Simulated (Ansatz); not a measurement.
**BrH5OSi2: small, medium and large basis sets**

One table from this session's results is given with a row withheld; the runs are named, their logs left out.

Method: one geometry, several basis sets; program: Ansatz 0.2.0, Gaussian basis.

Levels to be run: PBE0-D4/def2-SVP; ωB97M-V/def2-SVP; PBE0-D4/def2-QZVPP; ωB97M-V/def2-QZVPP; the functionals' def2-TZVPP values are taken from earlier runs.

## The relaxed structure

An earlier PBE0-D4 in a triple-zeta def2 set relaxation fixed the geometry.

9 atoms, charge 0, spin multiplicity 1.

Atoms are counted from 1 here; the program's logs count them from 0.

Bond lengths: O1–Si2 1.648 Å, O1–H5 0.961 Å, Si2–Si3 2.348 Å, Si2–H6 1.490 Å, Si2–H7 1.483 Å, Si3–Br4 2.247 Å, Si3–H8 1.485 Å, Si3–H9 1.485 Å. Angles: Si2–O1–H5 116.1°, O1–Si2–Si3 108.4°, O1–Si2–H6 112.4°, O1–Si2–H7 106.9°, Si3–Si2–H6 107.8°, Si3–Si2–H7 112.3°, H6–Si2–H7 109.1°, Si2–Si3–Br4 103.2°, Si2–Si3–H8 114.8°, Si2–Si3–H9 114.8°, Br4–Si3–H8 106.7°, Br4–Si3–H9 107.4°, H8–Si3–H9 109.1°.

The first run:

File in.yaml:

```yaml
crystal:
  periodic: [false, false, false]
  atoms:
    - {symbol: O, position_ang: [-0.259511, 1.070857, -1.669040]}
    - {symbol: Si, position_ang: [0.630350, 0.887645, -0.294546]}
    - {symbol: Si, position_ang: [-0.028964, -1.107687, 0.753108]}
    - {symbol: Br, position_ang: [-2.263096, -1.099974, 0.515244]}
    - {symbol: H, position_ang: [-1.193147, 0.855343, -1.599796]}
    - {symbol: H, position_ang: [0.417603, 2.001478, 0.671745]}
    - {symbol: H, position_ang: [2.056262, 0.865569, -0.702889]}
    - {symbol: H, position_ang: [0.465944, -2.346516, 0.101584]}
    - {symbol: H, position_ang: [0.263159, -1.173116, 2.207493]}
basis:
  gaussian: {orbitals: def2-SVP}
hamiltonian: {xc: pbe0, dispersion: d4}
output: {orbitals: {seedname: orbitals}}
```

Among the steps run: PBE0-D4 in def2-SVP; ωB97M-V in def2-SVP; PBE0-D4 in def2-QZVPP; ωB97M-V in def2-QZVPP.

One table of the session follows, with a row left open; its other results are not shown here.

It belongs to the step «Functionals by basis». 

| functional | basis | HOMO (eV) |
| --- | --- | --- |
| PBE0-D4 | def2-SVP | -7.82 |
| PBE0-D4 | def2-TZVPP | -7.89 |
| PBE0-D4 | def2-QZVPP | ? |
| ωB97M-V | def2-SVP | -9.85 |
| ωB97M-V | def2-TZVPP | -9.94 |
| ωB97M-V | def2-QZVPP | -9.96 |

**Question.** Estimate the row for PBE0-D4, def2-QZVPP.

**Answer.** HOMO (eV): -7.90. In the column «HOMO (eV)» it lies between ωB97M-V, def2-SVP (-9.85) and PBE0-D4, def2-TZVPP (-7.89).
